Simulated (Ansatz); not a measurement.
CoSi2Se4:

```
Se Co Si
1.0
     6.68566   -1.80164    0.00000
     6.68566    1.80164    0.00000
    -2.82486    0.00000    5.59187
Se Co Si
4 1 2
Direct
  0.11674 0.11674 0.43662
  0.88326 0.88326 0.56337
  0.38111 0.38111 0.02542
  0.61889 0.61889 0.97458
  0.00000 0.00000 0.00000
  0.26375 0.26375 0.28462
  0.73625 0.73625 0.71538
```

The cell comes from a database or a generator and needn't be the stable form of this composition.

```yaml
Program: Ansatz 0.2.0
Task: single point
Functional: PBE
Potentials_or_basis: Ansatz PAW
Cutoff: "420 eV (not typed: the program's choice for these potentials)"
k_mesh: 8 × 8 × 5
Occupations: fermi-dirac, width 0.05 eV
Spin: collinear spin, ferromagnetic start
Starting_moments: "[0.0, 0.0, 0.0, 0.0, 2.0, 0.0, 0.0] μB"
```

On this cell: pressure -0.4 GPa; largest force 0.056 eV/Å; net moment 0.15 μB per cell; site moments Se -0.00; Co +0.16; Si -0.00 μB; band gap on the k mesh none (metal or under the smearing width).

The same run follows on a disturbed copy (atoms moved at random, drawn with an rms of 0.05 Å):

```
Se Co Si
1.0
     6.68566   -1.80164    0.00000
     6.68566    1.80164    0.00000
    -2.82486    0.00000    5.59187
Se Co Si
4 1 2
Direct
  0.11708 0.11598 0.43628
  0.88529 0.87767 0.56126
  0.38369 0.37134 0.02045
  0.63061 0.60567 0.97357
  0.00051 0.00448 0.01139
  0.26028 0.26355 0.27863
  0.72729 0.73669 0.71072
```

Q: What does the disturbed cell give?

A: The energy (extrapolated to zero smearing) moves by +5.3 meV/atom; pressure -0.3 GPa; largest force 0.621 eV/Å; net moment 0.39 μB per cell; site moments Se -0.01, -0.00; Co +0.40; Si +0.00, -0.00 μB; band gap on the k mesh none (metal or under the smearing width).

Forces on the atoms (eV/Å):
```
Se  -0.119  0.051  0.068
Se  -0.151  0.068  0.020
Se   0.022  0.085  0.145
Se   0.030  0.201  0.021
Co  -0.238 -0.250 -0.516
Si   0.182 -0.056  0.187
Si   0.275 -0.098  0.076
```

Stress tensor (GPa, compression positive):
```
-0.72  0.18  0.11
 0.18 -0.27 -0.07
 0.11 -0.07  0.12
```

Caveats: the starting moments weren't kept (some runs).
